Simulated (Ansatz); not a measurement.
ScAu3, space group Fm-3m, a relaxation of cell and ions

Program: the Python package of Ansatz (0.2.0).

Interactive session:
```pycon
>>> import json
>>> import warnings
>>> import ansatz as az
>>> from ase import Atoms
>>> from ase.data import atomic_numbers
>>> import numpy as np
>>> import spglib
>>> def edges_and_angles(cell):
...     cell = np.asarray(cell)
...     a, b, c = np.linalg.norm(cell, axis=1)
...     cosines = cell[1] @ cell[2] / (b * c), cell[0] @ cell[2] / (a * c), cell[0] @ cell[1] / (a * b)
...     return (a, b, c, *np.degrees(np.arccos(cosines)))
...
>>> warnings.simplefilter("ignore", az.DeckWarning)
>>> atoms = Atoms(
...     ["Sc", "Au", "Au", "Au"],
...     scaled_positions=[
...         [0.0, 0.0, 0.0],
...         [0.25, 0.25, 0.25],
...         [0.75, 0.75, 0.75],
...         [0.5, 0.5, 0.5],
...     ],
...     cell=[
...         [0.0, 3.31449, 3.31449],
...         [3.31449, 0.0, 3.31449],
...         [3.31449, 3.31449, 0.0],
...     ],
...     pbc=True,
... )
>>> cell = az.Crystal.from_ase(atoms)
>>> # only the volume may change
>>> calc = cell.calculation()
>>> calc = calc.functional("PBEsol")
>>> calc = calc.basis(470)
>>> calc = calc.kpoints(6)
>>> calc = calc.occupations(az.OccupationsMethod.COLD, width=0.1)
>>> calc = calc.relax(force_tolerance=0.05, max_steps=100, fix_cell=["shape"])
>>> calc = calc.density_of_states(energy_step=0.1, projected=True)
>>> res = calc.run(events_out="events.ndjson")

>>> with open("events.ndjson") as stream:
...     events = [json.loads(line) for line in stream]
...
>>> steps = [e["data"] for e in events if e["event"] == "relax_step"]
>>> report = res.report
>>> report["kpoints_frac"][:4]
[[0.0, 0.0, 0.0], [0.0, 0.0, 0.16666666666666666], [0.0, 0.0, 0.3333333333333333], [0.0, 0.0, -0.5]]
>>> print("step   energy (eV)     max comp. (eV/A)   P (GPa)  SCF")
step   energy (eV)     max comp. (eV/A)   P (GPa)  SCF
>>> for s in steps:
...     print(f"{s['step']:4d} {s['lagrangian_ev']:15.5f} {s['allowed_force_max_ev_ang']:12.4f} {s['pressure_gpa']:10.3f} {s['n_scf']:5d}")
...
   1    -41135.07351       0.0000     -4.108     6
   2    -41134.96436       0.0000     10.947     6
   3    -41135.10363       0.0000     -0.647    10
   4    -41135.10435       0.0000     -0.013     5
   5    -41135.10404       0.0000     -0.017     5
>>> first, last = steps[0], steps[-1]
>>> symbols = [site.symbol for site in res.lattice.sites]
>>> print(f"energy gained {first['lagrangian_ev'] - last['lagrangian_ev']:.4f} eV in {len(steps) - 1} steps")
energy gained 0.0305 eV in 4 steps
>>> for label, vectors in (("before", first["cell_ang"]), ("after", res.lattice.cell_ang)):
...     print(label, "a b c (A) {:.4f} {:.4f} {:.4f}  angles {:.2f} {:.2f} {:.2f}".format(*edges_and_angles(vectors)), f" V = {abs(np.linalg.det(vectors)):.3f} A^3")
...
before a b c (A) 4.6874 4.6874 4.6874  angles 60.00 60.00 60.00  V = 72.825 A^3
after a b c (A) 4.6377 4.6377 4.6377  angles 60.00 60.00 60.00  V = 70.534 A^3
>>> print("final stress xx yy zz (GPa, compression positive):", np.round(np.diag(report["stress_gpa"]), 3) + 0.0)
final stress xx yy zz (GPa, compression positive): [-0.017 -0.017 -0.017]
>>> fractions = [site.position_frac for site in res.lattice.sites]
>>> numbers = [atomic_numbers[s] for s in symbols]
>>> for tolerance in (1e-3, 1e-2, 1e-1):
...     print(f"space group at {tolerance} A:", spglib.get_spacegroup((res.lattice.cell_ang, fractions, numbers), symprec=tolerance))
...
space group at 0.001 A: Fm-3m (225)
space group at 0.01 A: Fm-3m (225)
space group at 0.1 A: Fm-3m (225)
>>> print("relaxed fractional positions")
relaxed fractional positions
>>> for site in res.lattice.sites:
...     print(f"  {site.symbol:2s}", " ".join(f"{v % 1:8.5f}" for v in np.round(site.position_frac, 5)))
...
  Sc  0.00000  0.00000  0.00000
  Au  0.25000  0.25000  0.25000
  Au  0.75000  0.75000  0.75000
  Au  0.50000  0.50000  0.50000
>>> print("%-22s %14.5f eV" % ("F = E - TS", report["free_energy_ev"]))
F = E - TS               -41135.10404 eV
>>> print("%-22s %14.5f eV" % ("E", report["internal_energy_ev"]))
E                        -41135.10328 eV
>>> print("%-22s %14.5f eV" % ("Harris-Foulkes", report["harris_foulkes_ev"]))
Harris-Foulkes           -41135.10404 eV
>>> print("%-22s %14.5f eV" % ("Fermi level", report["fermi_energy_ev"]))
Fermi level                  18.34986 eV
>>> # d-band centre and width over a window about the Fermi level
>>> dos = res.density_of_states()
>>> energy = np.asarray(dos.energies_ev) - dos.fermi_ev
>>> window = (energy > -10) & (energy < 3)
>>> for index, site in enumerate(res.projected_density_of_states().sites):
...     for shell in site.shells:
...         if shell.l == 2:
...             g = sum(np.sum(part.g_bin_mean_per_ev, axis=0) for part in shell.curves)[window]
...             if g.sum() > 1e-6:
...                 centre = (g * energy[window]).sum() / g.sum()
...                 width = np.sqrt((g * (energy[window] - centre) ** 2).sum() / g.sum())
...                 print(f"site {index} {site.species} {shell.label}: centre {centre:.3f} eV, rms width {width:.3f} eV")
...
site 0 Sc 3D: centre 0.698 eV, rms width 2.381 eV
site 1 Au 5D: centre -4.299 eV, rms width 1.592 eV
site 2 Au 5D: centre -4.299 eV, rms width 1.592 eV
site 3 Au 5D: centre -4.131 eV, rms width 1.672 eV
```

Caveats:
- Total energies depend on the potentials; only differences at equal settings carry meaning. A total without «per atom» is that of the cell as typed.
- The run is spin-unpolarised.
- Forces vanish by symmetry, so the ions can't move, and the end may be a saddle.
- The mesh is modest for a metal, so energies can be off by several to tens of meV an atom and pressures by half a GPa or more; differences at equal mesh fare better.
- Only differences from the Fermi energy are physical; the zero of the scale is a convention.
- Projections exist only for the shells that the potentials hold, some of them semicore, and samples at single energies can miss narrow peaks.
- Energies along a relaxation are free energies. Rows at an unchanged volume are solved on a plane-wave basis chosen afresh for that cell, so the energy jumps there and such rows are no steps of the walk.
- Edges and angles are those of the cell as typed, here a primitive one, not of the conventional cell.
- Spin-orbit coupling, which matters for elements this heavy, is left out.
- This cell is a computed structure, which may not be the phase found in nature.
- The computed bands are complete only to about 4.6 eV above the Fermi level; beyond that the density of states is undercounted.
- A band centre counts only the states inside the window taken.
- Hardware and time: 18 s on 1 thread of Intel(R) Xeon(R) Platinum 8488C (Sapphire Rapids) (shared host), peak memory 0.49 GiB.

(Lines on the test bed's own set-up are left out of the output.)
